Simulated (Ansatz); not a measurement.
**CsKMg14O15: a listed cell, distorted in several ways**

How do energy, forces, pressure and gap of CsKMg14O15 change under random distortions, further strains and shifts? Each case is one self-consistent run.

Method: DFT PBE, scalar-relativistic, plane waves, PAW, in Ansatz 0.2.0.

### 1 The starting structure

It takes space group Pmm2 (No. 25, orthorhombic). The conventional cell has a = 4.209 Å, b = 8.536 Å, c = 9.990 Å, α = 90.00°, β = 90.00°, γ = 90.00°. Around K (site symmetry mm2) lie 5 O at 2.39 to 2.61 Å. Cs (site symmetry mm2) has 4 O at 2.58 to 2.61 Å and 4 Mg at 2.94 to 2.95 Å in its first shell of neighbours. Mg (site symmetry mm2) has 5 O at 1.96 to 2.12 Å in its first shell of neighbours. Mg (site symmetry mm2) is surrounded by 6 O at 2.01 to 2.11 Å. Around Mg (site symmetry m) lie 5 O at 2.17 to 2.20 Å. Mg (site symmetry m) has 5 O at 2.13 to 2.25 Å in its first shell of neighbours. Mg (site symmetry mm2) has 6 O at 2.02 to 2.37 Å in its first shell of neighbours. Mg (site symmetry mm2) has 3 O at 1.95 to 2.07 Å in its first shell of neighbours. Only part of the 23 independent sites is listed.

As a file:

```cif
data_structure
_symmetry_space_group_name_H-M 'P 1'
_symmetry_Int_Tables_number 1
_cell_length_a 4.2089
_cell_length_b 8.5363
_cell_length_c 9.9895
_cell_angle_alpha 90.000
_cell_angle_beta 90.000
_cell_angle_gamma 90.000
_cell_volume 358.90
loop_
_atom_site_label
_atom_site_type_symbol
_atom_site_fract_x
_atom_site_fract_y
_atom_site_fract_z
_atom_site_occupancy
K1 K 0.00000 0.00000 0.04165 1
Cs1 Cs 0.00000 0.50000 0.60513 1
Mg1 Mg 0.00000 0.50000 0.03295 1
Mg2 Mg 0.00000 0.00000 0.49809 1
Mg3 Mg 0.50000 0.75733 0.00263 1
Mg4 Mg 0.50000 0.24267 0.00263 1
Mg5 Mg 0.50000 0.74165 0.50417 1
Mg6 Mg 0.50000 0.25835 0.50417 1
Mg7 Mg 0.50000 0.00000 0.72639 1
Mg8 Mg 0.50000 0.50000 0.81155 1
Mg9 Mg 0.50000 0.00000 0.28973 1
Mg10 Mg 0.50000 0.50000 0.25040 1
Mg11 Mg 0.00000 0.78576 0.76880 1
Mg12 Mg 0.00000 0.21424 0.76880 1
Mg13 Mg 0.00000 0.74545 0.28086 1
Mg14 Mg 0.00000 0.25455 0.28086 1
O1 O 0.00000 0.00000 0.70921 1
O2 O 0.00000 0.00000 0.28686 1
O3 O 0.00000 0.50000 0.22883 1
O4 O 0.50000 0.72229 0.72849 1
O5 O 0.50000 0.27771 0.72849 1
O6 O 0.50000 0.76520 0.21996 1
O7 O 0.50000 0.23480 0.21996 1
O8 O 0.50000 0.00000 0.92819 1
O9 O 0.50000 0.50000 0.00652 1
O10 O 0.50000 0.00000 0.50432 1
O11 O 0.50000 0.50000 0.45031 1
O12 O 0.00000 0.71248 0.95337 1
O13 O 0.00000 0.28752 0.95337 1
O14 O 0.00000 0.76516 0.48166 1
O15 O 0.00000 0.23484 0.48166 1
```

The structure comes from the Materials Project (structure only).

### 2 A random distortion, cell strained

What differs from the listed cell: strain xx, yy, zz, yz, xz, xy = -3.0, +1.2, +1.9, -1.3, -2.0, -1.9 %; atoms moved by 0.03 Å root mean square, at most 0.05 Å.

Input file input.yaml:

```yaml
crystal:
  lattice:
    - [4.0840329751, -0.079968492, -0.0824096354]
    - [-0.162189358, 8.6349614199, -0.1084107814]
    - [-0.1955950561, -0.1268670691, 10.180532871]
  atoms:
    - { symbol: K, position: [0.0022238759, -0.0001663488, 0.0397460123] }
    - { symbol: Cs, position: [-0.0046758416, 0.4992619738, 0.6020557854] }
    - { symbol: Mg, position: [-0.0011903438, 0.4969073187, 0.0328629067] }
    - { symbol: Mg, position: [0.007213341, 0.00104378, 0.5014054734] }
    - { symbol: Mg, position: [0.5040058277, 0.7551669804, 0.0011784849] }
    - { symbol: Mg, position: [0.4959276461, 0.2448459058, 0.0041806272] }
    - { symbol: Mg, position: [0.507878603, 0.7408046841, 0.5067767274] }
    - { symbol: Mg, position: [0.496635675, 0.2575564291, 0.5001878308] }
    - { symbol: Mg, position: [0.5004181647, -0.0012792455, 0.7251166641] }
    - { symbol: Mg, position: [0.502516116, 0.5018192932, 0.8104088024] }
    - { symbol: Mg, position: [0.5009646299, 1.52291e-05, 0.2910834124] }
    - { symbol: Mg, position: [0.5040866095, 0.5011913852, 0.2512599022] }
    - { symbol: Mg, position: [0.004364594, 0.7877176982, 0.7695678068] }
    - { symbol: Mg, position: [-0.0023212892, 0.2128715513, 0.7664285209] }
    - { symbol: Mg, position: [-7.3654e-05, 0.7449104666, 0.2791572166] }
    - { symbol: Mg, position: [-0.002219124, 0.2542320172, 0.2813254862] }
    - { symbol: O, position: [-0.0078524677, 0.0016224862, 0.7110208934] }
    - { symbol: O, position: [0.0011238176, -0.0018532659, 0.289517785] }
    - { symbol: O, position: [0.0078904827, 0.5002108646, 0.2304617079] }
    - { symbol: O, position: [0.5007127807, 0.7232934356, 0.7284489528] }
    - { symbol: O, position: [0.4957613306, 0.2802104318, 0.7277482194] }
    - { symbol: O, position: [0.4963648183, 0.7641860212, 0.2209600447] }
    - { symbol: O, position: [0.5029176491, 0.2323358838, 0.2205566224] }
    - { symbol: O, position: [0.5015396064, -0.0026990673, 0.9290499053] }
    - { symbol: O, position: [0.4967568477, 0.4997153327, 0.0070665731] }
    - { symbol: O, position: [0.4980992514, 0.0060295571, 0.5037904426] }
    - { symbol: O, position: [0.5007056529, 0.4976746316, 0.4503800713] }
    - { symbol: O, position: [-0.0071610704, 0.710337381, 0.9526372362] }
    - { symbol: O, position: [0.00591608, 0.2866847417, 0.9523909784] }
    - { symbol: O, position: [-0.0045998116, 0.7679442706, 0.4837011396] }
    - { symbol: O, position: [-0.0039321737, 0.2374058339, 0.4795247682] }
basis:
  ecutwfc: 420
kpoints:
  mp_grid: { grid: [6, 4, 4] }
hamiltonian:
  xc: pbe
scf:
  occupations: { method: gaussian, width: 0.02 }
output:
  forces: true
  stress: true
  eigenvalues: true
```

On the command line:

```console
$ ansatz run input.yaml --threads 4 --pin off --max-ram 7168MiB --backend cpu --events-out ev --progress --plain --runs-dir out
```

### 3 A random distortion, cell strained

Input file input.yaml:

```yaml
crystal:
  lattice:
    - [4.001707517, -0.0109430568, 0.0169196494]
    - [-0.0221943332, 8.2234272647, -0.0373889152]
    - [0.0401579227, -0.0437541545, 9.6719657459]
  atoms:
    - { symbol: K, position: [-0.0011570807, 0.0011796705, 0.0391714109] }
    - { symbol: Cs, position: [-0.0051842918, 0.4994751813, 0.6039828024] }
    - { symbol: Mg, position: [-0.0069496121, 0.4991366265, 0.0334375082] }
    - { symbol: Mg, position: [-0.0001306765, 0.0040603157, 0.4980739864] }
    - { symbol: Mg, position: [0.495338414, 0.7589203709, 0.0032686727] }
    - { symbol: Mg, position: [0.4936063569, 0.243872414, 0.0008931863] }
    - { symbol: Mg, position: [0.4977880038, 0.740829285, 0.5055654596] }
    - { symbol: Mg, position: [0.5003540144, 0.2554548115, 0.5022990406] }
    - { symbol: Mg, position: [0.5016298919, 0.0049459472, 0.7272639116] }
    - { symbol: Mg, position: [0.5070850404, 0.4986164937, 0.811510956] }
    - { symbol: Mg, position: [0.4954643386, -5.50591e-05, 0.2904217198] }
    - { symbol: Mg, position: [0.494378536, 0.5013284472, 0.251068702] }
    - { symbol: Mg, position: [0.0006890214, 0.7855012766, 0.7715779108] }
    - { symbol: Mg, position: [-0.0031172277, 0.2133741121, 0.7699221777] }
    - { symbol: Mg, position: [-0.004956202, 0.7470858868, 0.2794224943] }
    - { symbol: Mg, position: [0.0142080959, 0.2500240962, 0.2821863873] }
    - { symbol: O, position: [-0.0006771417, 0.0023183395, 0.7071258164] }
    - { symbol: O, position: [0.0013637871, 0.0026756379, 0.2885707938] }
    - { symbol: O, position: [0.0025422513, 0.5012241864, 0.2283915411] }
    - { symbol: O, position: [0.4973033129, 0.724435619, 0.7295380929] }
    - { symbol: O, position: [0.5009289909, 0.2751520235, 0.7280765631] }
    - { symbol: O, position: [0.5014231855, 0.7639939001, 0.2192822885] }
    - { symbol: O, position: [0.5030720849, 0.2315322552, 0.2192642697] }
    - { symbol: O, position: [0.4975551621, -0.0013190754, 0.9302521637] }
    - { symbol: O, position: [0.5002043305, 0.4986785816, 0.0049313382] }
    - { symbol: O, position: [0.5096510511, -0.0002717811, 0.5031137343] }
    - { symbol: O, position: [0.50680468, 0.4997891354, 0.4488404597] }
    - { symbol: O, position: [6.89021e-05, 0.7148651133, 0.9536412871] }
    - { symbol: O, position: [2.3759e-06, 0.2854511836, 0.9520015708] }
    - { symbol: O, position: [0.0019102524, 0.7648094163, 0.4840515063] }
    - { symbol: O, position: [-0.0012045994, 0.232919103, 0.48285125] }
basis:
  ecutwfc: 420
kpoints:
  mp_grid: { grid: [6, 4, 4] }
hamiltonian:
  xc: pbe
scf:
  occupations: { method: gaussian, width: 0.02 }
output:
  forces: true
  stress: true
  eigenvalues: true
```

### 4 A distortion of lower symmetry

Input file input.yaml:

```yaml
crystal:
  lattice:
    - [4.328947004, 0.0, 0.0]
    - [0.0, 8.9437187399, -0.0316696062]
    - [0.0, -0.0370611674, 10.3584464537]
  atoms:
    - { symbol: K, position: [0.0, 0.0024724888, 0.0508072251] }
    - { symbol: Cs, position: [0.0, 0.499079436, 0.600717896] }
    - { symbol: Mg, position: [0.0, 0.5031520449, 0.036510609] }
    - { symbol: Mg, position: [0.0, -0.0082499829, 0.5013176508] }
    - { symbol: Mg, position: [0.5, 0.7516292173, -0.0044848187] }
    - { symbol: Mg, position: [0.5, 0.2380165939, 0.0055889764] }
    - { symbol: Mg, position: [0.5, 0.7455775552, 0.5082940632] }
    - { symbol: Mg, position: [0.5, 0.2494024153, 0.495948394] }
    - { symbol: Mg, position: [0.5, 0.0015366484, 0.7265947248] }
    - { symbol: Mg, position: [0.5, 0.4986961852, 0.8117541935] }
    - { symbol: Mg, position: [0.5, 0.0057454183, 0.2870918213] }
    - { symbol: Mg, position: [0.5, 0.4998426805, 0.2537731085] }
    - { symbol: Mg, position: [0.0, 0.7858707676, 0.7748700353] }
    - { symbol: Mg, position: [0.0, 0.2106409068, 0.7693460751] }
    - { symbol: Mg, position: [0.0, 0.7478521373, 0.2790273687] }
    - { symbol: Mg, position: [0.0, 0.2447701929, 0.2788168609] }
    - { symbol: O, position: [0.0, -0.0010647851, 0.7138412607] }
    - { symbol: O, position: [0.0, 0.0040160035, 0.286908819] }
    - { symbol: O, position: [0.0, 0.4946007191, 0.2354955562] }
    - { symbol: O, position: [0.5, 0.726759467, 0.7252250067] }
    - { symbol: O, position: [0.5, 0.2803446175, 0.7258039361] }
    - { symbol: O, position: [0.5, 0.7620083865, 0.2180842091] }
    - { symbol: O, position: [0.5, 0.2401299805, 0.2202702345] }
    - { symbol: O, position: [0.5, 0.0070681866, 0.9253276551] }
    - { symbol: O, position: [0.5, 0.4964007277, 0.0082905575] }
    - { symbol: O, position: [0.5, -0.0049932215, 0.5048905505] }
    - { symbol: O, position: [0.5, 0.5046297395, 0.4502116144] }
    - { symbol: O, position: [0.0, 0.7048028701, 0.9541043109] }
    - { symbol: O, position: [0.0, 0.2964398776, 0.9533875492] }
    - { symbol: O, position: [0.0, 0.7688152072, 0.4741445403] }
    - { symbol: O, position: [0.0, 0.2440075183, 0.4780370157] }
basis:
  ecutwfc: 420
kpoints:
  mp_grid: { grid: [6, 4, 4] }
hamiltonian:
  xc: pbe
scf:
  occupations: { method: gaussian, width: 0.02 }
output:
  forces: true
  stress: true
  eigenvalues: true
```

What does the calculation give? Wanted: for each run, case; energy; pressure; largest force.

As calculated:

| step | case | energy (meV/atom) | pressure (GPa) | largest force (eV/Å) | gap on the mesh (eV) |
| --- | --- | --- | --- | --- | --- |
|  | listed cell, run earlier | 0 | -0.1 | 0.14 | 2.22 |
| 2 | a random distortion, cell strained | +23.2 | 0.7 | 0.93 | 2.02 |
| 3 | a random distortion, cell strained | +73.0 | 18.1 | 1.05 | 2.91 |
| 4 | a distortion of lower symmetry | +63.6 | -9.9 | 1.35 | 1.10 |

Energies are counted from the listed cell, with the smearing taken to zero. 

**Reading.** At the listed geometry the pressure is -0.1 GPa and the largest force 0.14 eV/Å: not this functional's equilibrium. The comparable points lie above the listed cell. The costliest is step 3, at 73 meV/atom. Among the distorted cells of the listed formula and level the largest force, 1.35 eV/Å, acts on O31 in step 4. Among the distorted cells of the listed formula and level the gap runs from 1.10 eV to 2.91 eV.

These are semilocal Kohn-Sham gaps, which aren't the measured quantity. Such gaps usually fall short of the measured ones.
